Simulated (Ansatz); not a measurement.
# Si₂H₄Cl₂ + H₂O + H₂O: a complex and its separated parts, part 1 of 3

Aim: how far the complex at one end of a reaction step lies below its separated, relaxed parts, level by level.

Program: Ansatz 0.2.0, Gaussian basis. Level of theory: PBE0-D4/def2-TZVP structures, single points in def2-TZVPP, no counterpoise correction. These are calculated values, not measurements.

Levels: SPW92, PBE-D4, BLYP-D4, r2SCAN-D4, B97M-V, PBE0-D4, B3LYP-D4, r2SCAN0-D4, BHLYP-D4, CAM-B3LYP-D4, wB97X-V, wB97M-V, B2PLYP, PBE-QIDH, RPA on PBE, Hartree-Fock, MP2, CCSD, CCSD(T).

Cores are frozen in the correlated methods. B3LYP uses VWN-RPA correlation. B2PLYP carries no dispersion term here.

113 further runs of the same task are left out: 113 set aside as unsound or not needed.

### 1 Where the work starts

The complex: 14 atoms, charge 0, spin multiplicity 1.

Atoms are counted from 1 here; the program's logs count them from 0.

Bond lengths: Si1–Si2 2.334 Å, Si1–Cl3 2.070 Å, Si1–Cl4 2.083 Å, Si1–H5 1.475 Å, Si2–H10 1.489 Å, Si2–H11 1.484 Å, Si2–H12 1.483 Å, H6–O7 0.977 Å, O7–H13 0.959 Å, H8–O9 0.960 Å, O9–H14 0.965 Å. Angles: Si2–Si1–Cl3 107.9°, Si2–Si1–Cl4 111.2°, Si2–Si1–H5 119.6°, Cl3–Si1–Cl4 105.0°, Cl3–Si1–H5 104.5°, Cl4–Si1–H5 107.6°, Si1–Si2–H10 108.2°, Si1–Si2–H11 110.4°, Si1–Si2–H12 109.8°, H10–Si2–H11 108.4°, H10–Si2–H12 109.0°, H11–Si2–H12 110.9°, H6–O7–H13 106.6°, H8–O9–H14 105.9°.

Coordinates:

```mol
Cl2H8O2Si2
  3D, bonds by distance, orders not assigned

 14 11  0  0  0  0  0  0  0  0999 V2000
   -0.6414    1.4656   -0.6564 Si  0  0
    0.1135   -0.4192   -1.8068 Si  0  0
   -1.8408    2.5583   -1.9416 Cl  0  0
   -1.8912    0.9321    0.9224 Cl  0  0
    0.3342    2.4439   -0.1408 H   0  0
    1.0310   -0.4963    1.3685 H   0  0
    1.4117    0.1297    0.7228 O   0  0
   -0.2459   -2.3970    2.0740 H   0  0
   -0.1044   -1.4867    2.3451 O   0  0
   -0.7728   -0.6313   -2.9837 H   0  0
    0.0366   -1.6204   -0.9384 H   0  0
    1.5011   -0.1970   -2.2813 H   0  0
    1.9738    0.7276    1.2194 H   0  0
   -0.9055   -1.0090    2.0966 H   0  0
  1  2  8  0
  1  3  8  0
  1  4  8  0
  1  5  8  0
  2 10  8  0
  2 11  8  0
  2 12  8  0
  6  7  8  0
  7 13  8  0
  8  9  8  0
  9 14  8  0
M  END
```

Its parts: Si₂H₄Cl₂ holds atoms 1, 2, 3, 4, 5, 10, 11, 12; H₂O holds atoms 6, 7, 13; H₂O holds atoms 8, 9, 14. Each part counts its atoms afresh in its own runs.

### 2 Relaxing Si₂H₄Cl₂ alone

Contents of relax-a/in.yaml:

```yaml
crystal:
  periodic: [false, false, false]
  atoms:
    - {symbol: Si, position_ang: [-0.641414, 1.465557, -0.656419]}
    - {symbol: Si, position_ang: [0.113507, -0.419189, -1.806760]}
    - {symbol: Cl, position_ang: [-1.840784, 2.558252, -1.941551]}
    - {symbol: Cl, position_ang: [-1.891167, 0.932115, 0.922418]}
    - {symbol: H, position_ang: [0.334220, 2.443853, -0.140772]}
    - {symbol: H, position_ang: [-0.772796, -0.631295, -2.983705]}
    - {symbol: H, position_ang: [0.036557, -1.620447, -0.938394]}
    - {symbol: H, position_ang: [1.501128, -0.196952, -2.281293]}
basis:
  gaussian: {orbitals: def2-TZVP}
hamiltonian: {xc: pbe0, dispersion: d4}
relax: {f_tol: 0.005, max_steps: 200}
```

Command:

```console
$ ansatz run in.yaml --threads 5 --pin off --events-out ev --progress --plain --max-ram 66560MiB --backend cuda --devices 0, --max-vram 37GiB
```

Output, cut to the lines that bear on the results:

```text
Functional definition: PBE0
  name "PBE0"
  cite "Adamo & Barone, J. Chem. Phys. 110, 6158 (1999) doi:10.1063/1.478522"
  cite "Perdew, Burke & Ernzerhof, Phys. Rev. Lett. 77, 3865 (1996) doi:10.1103/PhysRevLett.77.3865"
  parent pbe
[...]
1248 factors; their error is unknown
[...]
mean field -40854.68431910 eV, -1501.3819564274 hartree, gradient 5.4e-5 eV, S^2 0.000000; 0 other end points of the search recorded, 0 dependent functions left out
[...]
reference -40854.68435367 eV, -1501.3819576979 hartree; 33, 33 occupied and 139, 139 virtual orbitals, 1248 factors
[...]
Atom 0 at    -0.694684     1.463983    -0.655939 Å, force     0.003186    -0.003294    -0.001161 eV/Å
Atom 1 at     0.090813    -0.412991    -1.802789 Å, force     0.000001     0.001422     0.000968 eV/Å
Atom 2 at    -1.400601     2.832946    -2.012811 Å, force    -0.001507     0.000994    -0.000500 eV/Å
Atom 3 at    -2.223658     0.897130     0.590818 Å, force    -0.002152     0.000497     0.000499 eV/Å
Atom 4 at     0.313065     2.157494     0.178221 Å, force     0.000878    -0.000216     0.000150 eV/Å
Atom 5 at    -1.030697    -0.987689    -2.587703 Å, force     0.000676    -0.000042     0.000235 eV/Å
Atom 6 at     0.591711    -1.412433    -0.823697 Å, force    -0.000335     0.000812    -0.000525 eV/Å
Atom 7 at     1.193302    -0.006546    -2.712577 Å, force    -0.000747    -0.000174     0.000334 eV/Å
Dipole moment:     0.263453    -0.162666    -0.037666 e Å
```

It took 48 s on 1 × a share of an NVIDIA H100 with 5 threads of AMD EPYC 7R13, shared host; peak host memory 0.86 GiB.

Step by step:

```csv
step,energy from step 1 (eV),largest force component (eV/Å)
1,0.0000,0.9119
2,-0.0265,0.2306
3,-0.0394,0.0433
4,-0.0536,0.0586
5,-0.0547,0.2707
6,-0.0723,0.0562
7,-0.0741,0.0081
8,-0.0748,0.0616
9,-0.0749,0.0421
10,-0.0752,0.0033
```

Close pairs (by a distance rule), those that changed most:

```csv
bond,before (Å),after (Å),change (Å)
Si1–Cl4,2.083,2.053,-0.030
Si1–Cl3,2.070,2.053,-0.017
Si1–H5,1.475,1.481,+0.006
Si2–H6,1.489,1.485,-0.004
Si2–H8,1.483,1.486,+0.003
Si1–Si2,2.334,2.336,+0.002
Si2–H7,1.484,1.486,+0.002
```

### 3 Relaxing H₂O alone

Contents of relax-b/in.yaml:

```yaml
crystal:
  periodic: [false, false, false]
  atoms:
    - {symbol: H, position_ang: [1.030999, -0.496311, 1.368546]}
    - {symbol: O, position_ang: [1.411747, 0.129682, 0.722821]}
    - {symbol: H, position_ang: [1.973792, 0.727551, 1.219418]}
basis:
  gaussian: {orbitals: def2-TZVP}
hamiltonian: {xc: pbe0, dispersion: d4}
relax: {f_tol: 0.005, max_steps: 200}
```

Command:

```console
$ ansatz run in.yaml --threads 5 --pin off --events-out ev --progress --plain --max-ram 66560MiB --backend cpu
```

Output, cut to the lines that bear on the results:

```text
[... 5 set-up lines as earlier in the session ...]
[...]
239 factors; their error is unknown
[...]
mean field -2078.32336365 eV, -76.3769748758 hartree, gradient 3.3e-5 eV, S^2 0.000000; 0 other end points of the search recorded, 0 dependent functions left out
[...]
reference -2078.33309073 eV, -76.3773323397 hartree; 5, 5 occupied and 38, 38 virtual orbitals, 239 factors
Total energy: -2078.33734642 eV, -76.3774887333 hartree
Atom 0 at     1.041515    -0.482541     1.366355 Å, force     0.000748     0.000832     0.000501 eV/Å
Atom 1 at     1.407456     0.124917     0.719921 Å, force    -0.001230    -0.001074    -0.002126 eV/Å
Atom 2 at     1.967567     0.718546     1.224510 Å, force     0.000481     0.000242     0.001625 eV/Å
Dipole moment:     0.071604    -0.005095     0.424444 e Å
```

It took 0.86 s on 5 threads of AMD EPYC 7R13, shared host.

The steps of the relaxation:

```csv
step,energy from step 1 (eV),largest force component (eV/Å)
1,0.0000,0.6422
2,-0.0090,0.1496
3,-0.0096,0.0445
4,-0.0097,0.0021
```

Close pairs (by a distance rule), those that changed most:

```csv
bond,before (Å),after (Å),change (Å)
H1–O2,0.977,0.960,-0.017
O2–H3,0.959,0.960,+0.000
```

### 4 Relaxing H₂O alone

Contents of relax-c/in.yaml:

```yaml
crystal:
  periodic: [false, false, false]
  atoms:
    - {symbol: H, position_ang: [-0.245860, -2.396976, 2.073962]}
    - {symbol: O, position_ang: [-0.104356, -1.486652, 2.345073]}
    - {symbol: H, position_ang: [-0.905475, -1.008987, 2.096554]}
basis:
  gaussian: {orbitals: def2-TZVP}
hamiltonian: {xc: pbe0, dispersion: d4}
relax: {f_tol: 0.005, max_steps: 200}
```

Command:

```console
$ ansatz run in.yaml --threads 5 --pin off --events-out ev --progress --plain --max-ram 66560MiB --backend cpu
```

Output, cut to the lines that bear on the results:

```text
[... 5 set-up lines as earlier in the session ...]
[...]
239 factors; their error is unknown
[...]
mean field -2078.33158886 eV, -76.3772771468 hartree, gradient 1.6e-5 eV, S^2 0.000000; 0 other end points of the search recorded, 0 dependent functions left out
[...]
reference -2078.33309081 eV, -76.3773323425 hartree; 5, 5 occupied and 38, 38 virtual orbitals, 239 factors
Total energy: -2078.33734663 eV, -76.3774887411 hartree
Atom 0 at    -0.250002    -2.392247     2.073193 Å, force     0.000050     0.000078     0.000040 eV/Å
Atom 1 at    -0.103059    -1.484141     2.346226 Å, force     0.000121    -0.000220     0.000004 eV/Å
Atom 2 at    -0.902630    -1.016227     2.096170 Å, force    -0.000170     0.000142    -0.000044 eV/Å
Dipole moment:    -0.349006    -0.162310    -0.192877 e Å
```

It took 0.8 s on 5 threads of AMD EPYC 7R13, shared host.

Step by step:

```csv
step,energy from step 1 (eV),largest force component (eV/Å)
1,0.0000,0.2358
2,-0.0013,0.0590
3,-0.0015,0.0241
4,-0.0015,0.0002
```

Close pairs (by a distance rule), those that changed most:

```csv
bond,before (Å),after (Å),change (Å)
O2–H3,0.965,0.960,-0.006
H1–O2,0.960,0.960,-0.001
```

### 5 SPW92/def2-TZVPP

Contents of parta/in.yaml:

```yaml
crystal:
  periodic: [false, false, false]
  atoms:
    - {symbol: Si, position_ang: [-0.694684, 1.463983, -0.655939]}
    - {symbol: Si, position_ang: [0.090813, -0.412991, -1.802789]}
    - {symbol: Cl, position_ang: [-1.400601, 2.832946, -2.012811]}
    - {symbol: Cl, position_ang: [-2.223658, 0.897130, 0.590818]}
    - {symbol: H, position_ang: [0.313065, 2.157494, 0.178221]}
    - {symbol: H, position_ang: [-1.030697, -0.987689, -2.587703]}
    - {symbol: H, position_ang: [0.591711, -1.412433, -0.823697]}
    - {symbol: H, position_ang: [1.193302, -0.006546, -2.712577]}
basis:
  gaussian: {orbitals: def2-TZVPP}
hamiltonian: {xc: lda}
```

Contents of partb/in.yaml:

```yaml
crystal:
  periodic: [false, false, false]
  atoms:
    - {symbol: H, position_ang: [1.041515, -0.482541, 1.366355]}
    - {symbol: O, position_ang: [1.407456, 0.124917, 0.719921]}
    - {symbol: H, position_ang: [1.967567, 0.718546, 1.224510]}
basis:
  gaussian: {orbitals: def2-TZVPP}
hamiltonian: {xc: lda}
```

Contents of partc/in.yaml:

```yaml
crystal:
  periodic: [false, false, false]
  atoms:
    - {symbol: H, position_ang: [-0.250002, -2.392247, 2.073193]}
    - {symbol: O, position_ang: [-0.103059, -1.484141, 2.346226]}
    - {symbol: H, position_ang: [-0.902630, -1.016227, 2.096170]}
basis:
  gaussian: {orbitals: def2-TZVPP}
hamiltonian: {xc: lda}
```

Each run has its own folder and the same command.

Command:

```console
$ ansatz run in.yaml --threads 5 --pin off --events-out ev --progress --plain --max-ram 66560MiB --backend cpu
```

Log of parta, cut to the lines that bear on the results:

```text
Functional definition: SPW92
  name "SPW92"
  cite "Dirac, Proc. Camb. Phil. Soc. 26, 376 (1930) doi:10.1017/S0305004100016108"
  cite "Slater, Phys. Rev. 81, 385 (1951) doi:10.1103/PhysRev.81.385"
  cite "Perdew & Wang, Phys. Rev. B 45, 13244 (1992) doi:10.1103/PhysRevB.45.13244"
[...]
1400 factors; their error is unknown
[...]
mean field -40724.73745631 eV, -1496.6064973009 hartree, gradient 3.0e-5 eV, S^2 0.000000; 0 other end points of the search recorded, 0 dependent functions left out
reference -40724.73749911 eV, -1496.6064988736 hartree; 33, 33 occupied and 191, 191 virtual orbitals, 1400 factors
Total energy: -40724.73749911 eV, -1496.6064988736 hartree
```

Output in partb, cut to the lines that bear on the results:

```text
[... 5 set-up lines as earlier in the session ...]
[...]
269 factors; their error is unknown
[...]
mean field -2065.39692987 eV, -75.9019371963 hartree, gradient 5.3e-5 eV, S^2 0.000000; 0 other end points of the search recorded, 0 dependent functions left out
reference -2065.39694870 eV, -75.9019378883 hartree; 5, 5 occupied and 54, 54 virtual orbitals, 269 factors
Total energy: -2065.39694870 eV, -75.9019378883 hartree
```

partc printed, cut to the lines that bear on the results:

```text
[... 5 set-up lines as earlier in the session ...]
[...]
269 factors; their error is unknown
[...]
mean field -2065.39694280 eV, -75.9019376716 hartree, gradient 5.3e-5 eV, S^2 0.000000; 0 other end points of the search recorded, 0 dependent functions left out
reference -2065.39696163 eV, -75.9019383637 hartree; 5, 5 occupied and 54, 54 virtual orbitals, 269 factors
Total energy: -2065.39696163 eV, -75.9019383637 hartree
```

Wall times: 0.85 s (parta), 0.2 s (partb), 0.15 s (partc) on 5 threads of AMD EPYC 7R13, shared host.

### 6 PBE-D4/def2-TZVPP

The same edit goes into each in.yaml of step 5 (parta, partb, partc):

```diff
-hamiltonian: {xc: lda}
+hamiltonian: {xc: pbe, dispersion: d4}
```

The same command starts each run, in its folder.

Command:

```console
$ ansatz run in.yaml --threads 5 --pin off --events-out ev --progress --plain --max-ram 66560MiB --backend cpu
```

Log of parta, cut to the lines that bear on the results:

```text
Functional definition: PBE
  name "PBE"
[... 2 set-up lines as earlier in the session ...]
[...]
1400 factors; their error is unknown
[...]
mean field -40851.08042432 eV, -1501.2495157368 hartree, gradient 5.2e-5 eV, S^2 0.000000; 0 other end points of the search recorded, 0 dependent functions left out
reference -40851.08046994 eV, -1501.2495174134 hartree; 33, 33 occupied and 191, 191 virtual orbitals, 1400 factors
Total energy: -40851.32015723 eV, -1501.2583257590 hartree
```

Output in partb, cut to the lines that bear on the results:

```text
[... 4 set-up lines as earlier in the session ...]
[...]
269 factors; their error is unknown
[...]
mean field -2078.40754177 eV, -76.3800683647 hartree, gradient 4.4e-5 eV, S^2 0.000000; 0 other end points of the search recorded, 0 dependent functions left out
reference -2078.40756224 eV, -76.3800691170 hartree; 5, 5 occupied and 54, 54 virtual orbitals, 269 factors
Total energy: -2078.41287912 eV, -76.3802645088 hartree
```

Output in partc, cut to the lines that bear on the results:

```text
[... 4 set-up lines as earlier in the session ...]
[...]
269 factors; their error is unknown
[...]
mean field -2078.40756926 eV, -76.3800693751 hartree, gradient 4.4e-5 eV, S^2 0.000000; 0 other end points of the search recorded, 0 dependent functions left out
reference -2078.40758973 eV, -76.3800701275 hartree; 5, 5 occupied and 54, 54 virtual orbitals, 269 factors
Total energy: -2078.41290679 eV, -76.3802655256 hartree
```

They took 1.2 s (parta), 0.2 s (partb), 0.15 s (partc) on 5 threads of AMD EPYC 7R13, shared host.

### 7 BLYP-D4/def2-TZVPP

The same edit goes into each in.yaml of step 6 (parta, partb, partc):

```diff
-hamiltonian: {xc: pbe, dispersion: d4}
+hamiltonian: {xc: {name: BLYP}, dispersion: d4}
```

Each run has its own folder and the same command.

Command:

```console
$ ansatz run in.yaml --threads 5 --pin off --events-out ev --progress --plain --max-ram 66560MiB --backend cpu
```

Log of parta, cut to the lines that bear on the results:

```text
Functional definition: BLYP
  name "BLYP"
  cite "Becke, Phys. Rev. A 38, 3098 (1988) doi:10.1103/PhysRevA.38.3098"
  cite "Lee, Yang & Parr, Phys. Rev. B 37, 785 (1988) doi:10.1103/PhysRevB.37.785"
[...]
1400 factors; their error is unknown
[...]
mean field -40869.05932964 eV, -1501.9102283207 hartree, gradient 2.7e-5 eV, S^2 0.000000; 0 other end points of the search recorded, 0 dependent functions left out
reference -40869.05973262 eV, -1501.9102431300 hartree; 33, 33 occupied and 191, 191 virtual orbitals, 1400 factors
Total energy: -40869.57072924 eV, -1501.9290219095 hartree
```

Log of partb, cut to the lines that bear on the results:

```text
[... 4 set-up lines as earlier in the session ...]
[...]
269 factors; their error is unknown
[...]
mean field -2080.27676074 eV, -76.4487608948 hartree, gradient 8.6e-5 eV, S^2 0.000000; 0 other end points of the search recorded, 0 dependent functions left out
reference -2080.27695028 eV, -76.4487678606 hartree; 5, 5 occupied and 54, 54 virtual orbitals, 269 factors
Total energy: -2080.28979228 eV, -76.4492397952 hartree
```

partc printed, cut to the lines that bear on the results:

```text
[... 4 set-up lines as earlier in the session ...]
[...]
269 factors; their error is unknown
[...]
mean field -2080.27678386 eV, -76.4487617445 hartree, gradient 8.7e-5 eV, S^2 0.000000; 0 other end points of the search recorded, 0 dependent functions left out
reference -2080.27697341 eV, -76.4487687103 hartree; 5, 5 occupied and 54, 54 virtual orbitals, 269 factors
Total energy: -2080.28981582 eV, -76.4492406602 hartree
```

Wall times: 1.2 s (parta), 0.2 s (partb), 0.15 s (partc) on 5 threads of AMD EPYC 7R13, shared host.

### 8 r2SCAN-D4/def2-TZVPP

Each input of step 7 (parta, partb, partc) changes in the same lines:

```diff
-hamiltonian: {xc: {name: BLYP}, dispersion: d4}
+hamiltonian: {xc: r2scan, dispersion: d4}
```

The same command starts each run, in its folder.

Command:

```console
$ ansatz run in.yaml --threads 5 --pin off --events-out ev --progress --plain --max-ram 66560MiB --backend cpu
```

Log of parta, cut to the lines that bear on the results:

```text
Functional definition: r2SCAN
  name "r2SCAN"
  cite "Furness, Kaplan, Ning, Perdew & Sun, J. Phys. Chem. Lett. 11, 8208 (2020) doi:10.1021/acs.jpclett.0c02405"
  cite "Furness, Kaplan, Ning, Perdew & Sun, J. Phys. Chem. Lett. 11, 9248 (2020) doi:10.1021/acs.jpclett.0c03077"
  parent r2scan
[...]
1400 factors; their error is unknown
[...]
mean field -40866.60591902 eV, -1501.8200671436 hartree, gradient 6.7e-5 eV, S^2 0.000000; 0 other end points of the search recorded, 0 dependent functions left out
reference -40866.60593191 eV, -1501.8200676173 hartree; 33, 33 occupied and 191, 191 virtual orbitals, 1400 factors
Total energy: -40866.66163076 eV, -1501.8221145122 hartree
```

Log of partb, cut to the lines that bear on the results:

```text
[... 5 set-up lines as earlier in the session ...]
[...]
269 factors; their error is unknown
[...]
mean field -2079.58113035 eV, -76.4231969495 hartree, gradient 8.5e-5 eV, S^2 0.000000; 0 other end points of the search recorded, 0 dependent functions left out
reference -2079.58113555 eV, -76.4231971408 hartree; 5, 5 occupied and 54, 54 virtual orbitals, 269 factors
Total energy: -2079.58240804 eV, -76.4232439038 hartree
```

partc printed, cut to the lines that bear on the results:

```text
[... 5 set-up lines as earlier in the session ...]
[...]
269 factors; their error is unknown
[...]
mean field -2079.58114766 eV, -76.4231975858 hartree, gradient 8.5e-5 eV, S^2 0.000000; 0 other end points of the search recorded, 0 dependent functions left out
reference -2079.58115286 eV, -76.4231977771 hartree; 5, 5 occupied and 54, 54 virtual orbitals, 269 factors
Total energy: -2079.58242539 eV, -76.4232445415 hartree
```

They took 2.2 s (parta), 0.35 s (partb), 0.3 s (partc) on 5 threads of AMD EPYC 7R13, shared host.

### 9 B97M-V/def2-TZVPP

The same edit goes into each in.yaml of step 8 (parta, partb, partc):

```diff
-hamiltonian: {xc: r2scan, dispersion: d4}
+hamiltonian: {xc: {name: B97M-V}}
```

The same command starts each run, in its folder.

Command:

```console
$ ansatz run in.yaml --threads 5 --pin off --events-out ev --progress --plain --max-ram 66560MiB --backend cpu
```

parta printed, cut to the lines that bear on the results:

```text
Functional definition: B97M-V
  name "B97M-V"
  cite "Mardirossian & Head-Gordon, J. Chem. Phys. 142, 074111 (2015) doi:10.1063/1.4907719"
  cite "Becke, J. Chem. Phys. 107, 8554 (1997) doi:10.1063/1.475007"
  cite "Vydrov & Van Voorhis, J. Chem. Phys. 133, 244103 (2010) doi:10.1063/1.3521275"
  # Of w^i u^j: cxij and so on, Table III.
[...]
  gx(w, u) = cx00 + cx01*u + cx02*u^2 + (cx10 + cx11*u)*w
[...]
  gos(w, u) = cos00 + cos01*u + cos03*u^3 + cos10*w + cos32*w^3*u^2
[...]
      + integral(e_c_pw_mod_opposite_spin*gos(b97_w_opposite, b97_u_opposite)) + vv10(b, c)
1400 factors; their error is unknown
[...]
mean field -40859.24482681 eV, -1501.5495519944 hartree, gradient 6.2e-5 eV, S^2 0.000000; 0 other end points of the search recorded, 0 dependent functions left out
reference -40859.24489140 eV, -1501.5495543681 hartree; 33, 33 occupied and 191, 191 virtual orbitals, 1400 factors
Total energy: -40859.24489140 eV, -1501.5495543681 hartree
```

partb printed, cut to the lines that bear on the results:

```text
[... 5 set-up lines as earlier in the session ...]
  # Of w^i u^j: cxij and so on, Table III.
[...]
  gx(w, u) = cx00 + cx01*u + cx02*u^2 + (cx10 + cx11*u)*w
[...]
  gos(w, u) = cos00 + cos01*u + cos03*u^3 + cos10*w + cos32*w^3*u^2
[...]
      + integral(e_c_pw_mod_opposite_spin*gos(b97_w_opposite, b97_u_opposite)) + vv10(b, c)
269 factors; their error is unknown
[...]
mean field -2079.93549359 eV, -76.4362195584 hartree, gradient 2.9e-5 eV, S^2 0.000000; 0 other end points of the search recorded, 0 dependent functions left out
reference -2079.93552040 eV, -76.4362205438 hartree; 5, 5 occupied and 54, 54 virtual orbitals, 269 factors
Total energy: -2079.93552040 eV, -76.4362205438 hartree
```

Log of partc, cut to the lines that bear on the results:

```text
[... 5 set-up lines as earlier in the session ...]
  # Of w^i u^j: cxij and so on, Table III.
[...]
  gx(w, u) = cx00 + cx01*u + cx02*u^2 + (cx10 + cx11*u)*w
[...]
  gos(w, u) = cos00 + cos01*u + cos03*u^3 + cos10*w + cos32*w^3*u^2
[...]
      + integral(e_c_pw_mod_opposite_spin*gos(b97_w_opposite, b97_u_opposite)) + vv10(b, c)
269 factors; their error is unknown
[...]
mean field -2079.93551419 eV, -76.4362203154 hartree, gradient 2.9e-5 eV, S^2 0.000000; 0 other end points of the search recorded, 0 dependent functions left out
reference -2079.93554100 eV, -76.4362213008 hartree; 5, 5 occupied and 54, 54 virtual orbitals, 269 factors
Total energy: -2079.93554100 eV, -76.4362213008 hartree
```

Times: 4.2 s (parta), 0.35 s (partb), 0.3 s (partc) on 5 threads of AMD EPYC 7R13, shared host.

(Continued in part 2 of 3.)
